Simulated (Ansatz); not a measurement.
**CH4O3SW: one species, many methods**

One table from this session's results is given with a row withheld; the runs are named, their logs left out.

Program: Ansatz 0.2.0, Gaussian basis. Level of theory: functionals in def2-TZVPP, the program's frozen cores in correlated methods. These are calculated values, not measurements.

Levels to be run: LDA (SPW92), PBE-D4, revPBE-D4, BLYP-D4, r2SCAN-D4, B97M-V, PBE0-D4, B3LYP-D4, r2SCANh-D4, r2SCAN0-D4, HSE06-D4, BHLYP-D4, CAM-B3LYP-D4, LC-ωPBE, ωB97X-V, ωB97M-V, B2PLYP, PBE-QIDH; CCSD(T)/def2-SVP; CCSD(T)/def2-TZVPP; MP2/def2-QZVPP; extrapolation to the limit; RPA on PBE.

1 further run of the same task is left out (for a known fault of the program).

## Structure used throughout

An earlier PBE0-D4 in a triple-zeta def2 set relaxation fixed the geometry. W takes the def2 core potential; no spin-orbit term is included.

SMILES `C[O][W](=[O])([OH])=[S]`, 10 atoms, charge 0, spin multiplicity 1.

Atoms are counted from 1 here; the program's logs count them from 0.

Bond lengths: C1–O2 1.409 Å, C1–H7 1.092 Å, C1–H8 1.092 Å, C1–H9 1.093 Å, O2–W3 1.847 Å, W3–O4 1.701 Å, W3–O5 1.880 Å, W3–S6 2.140 Å, O5–H10 0.960 Å. Angles: O2–C1–H7 108.6°, O2–C1–H8 109.1°, O2–C1–H9 110.4°, H7–C1–H8 109.3°, H7–C1–H9 109.7°, H8–C1–H9 109.7°, C1–O2–W3 141.7°, O2–W3–O4 108.9°, O2–W3–O5 110.2°, O2–W3–S6 108.6°, O4–W3–O5 109.9°, O4–W3–S6 109.3°, O5–W3–S6 109.9°, W3–O5–H10 123.7°.

The first run:

Input file in.yaml:

```yaml
crystal:
  periodic: [false, false, false]
  atoms:
    - {symbol: C, position_ang: [-0.213531, -1.402799, 1.272402]}
    - {symbol: O, position_ang: [0.109947, -0.754940, 0.063513]}
    - {symbol: W, position_ang: [-0.135078, 0.837563, -0.838492]}
    - {symbol: O, position_ang: [-0.987721, 0.529398, -2.277185]}
    - {symbol: O, position_ang: [1.527089, 1.622551, -1.234683]}
    - {symbol: S, position_ang: [-1.284255, 2.152090, 0.398418]}
    - {symbol: H, position_ang: [0.700343, -1.819924, 1.700135]}
    - {symbol: H, position_ang: [-0.917406, -2.212009, 1.067180]}
    - {symbol: H, position_ang: [-0.659690, -0.695729, 1.975710]}
    - {symbol: H, position_ang: [1.860313, 1.743799, -2.126999]}
basis:
  gaussian: {orbitals: def2-TZVPP}
hamiltonian: {xc: lda}
output: {orbitals: {seedname: orbitals}}
```

Started as:

```sh
$ ansatz run in.yaml --threads 2 --pin off --events-out ev --progress --plain --max-ram 20480MiB --backend cuda --devices 0, --max-vram 18GiB
```

Among the steps run: LDA; PBE-D4 (GGA); revPBE-D4 (GGA); BLYP-D4 (GGA); r2SCAN-D4 (meta-GGA); B97M-V (meta-GGA); B3LYP-D4 (hybrid); r2SCANh-D4 (hybrid); r2SCAN0-D4 (hybrid); HSE06-D4 (hybrid); BHLYP-D4 (hybrid); CAM-B3LYP-D4 (range-separated); LC-ωPBE (range-separated); ωB97X-V (range-separated); ωB97M-V (range-separated); B2PLYP (double hybrid); PBE-QIDH (double hybrid).

One of the session's tables, all rows but one given; the rest of the session is left out.

It belongs to the step «Orbital energies across the functionals». 

| functional | HOMO (eV) | LUMO (eV) | gap (eV) |
| --- | --- | --- | --- |
| LDA (SPW92) | -6.38 | -2.92 | 3.46 |
| PBE-D4 | -6.19 | -2.71 | 3.49 |
| revPBE-D4 | -6.13 | -2.63 | 3.50 |
| BLYP-D4 | -6.03 | -2.58 | 3.45 |
| r2SCAN-D4 | -6.49 | -2.66 | 3.83 |
| B97M-V | -6.54 | -2.58 | 3.96 |
| PBE0-D4 | -7.43 | -2.00 | 5.43 |
| B3LYP-D4 | -7.19 | -2.18 | 5.00 |
| r2SCANh-D4 | -6.95 | -2.39 | 4.56 |
| r2SCAN0-D4 | -7.64 | -1.97 | 5.66 |
| HSE06-D4 | -7.04 | -2.38 | 4.66 |
| BHLYP-D4 | -8.52 | -1.12 | 7.40 |
| CAM-B3LYP-D4 | ? | ? | ? |
| LC-ωPBE | -10.01 | 0.13 | 10.14 |
| ωB97X-V | -9.68 | 0.08 | 9.76 |
| ωB97M-V | -9.55 | 0.05 | 9.60 |

Estimate the missing values for CAM-B3LYP-D4.

The run gave: HOMO (eV): -8.70; LUMO (eV): -0.94; gap (eV): 7.76. In the column «HOMO (eV)» it lies between ωB97M-V (-9.55) and BHLYP-D4 (-8.52).
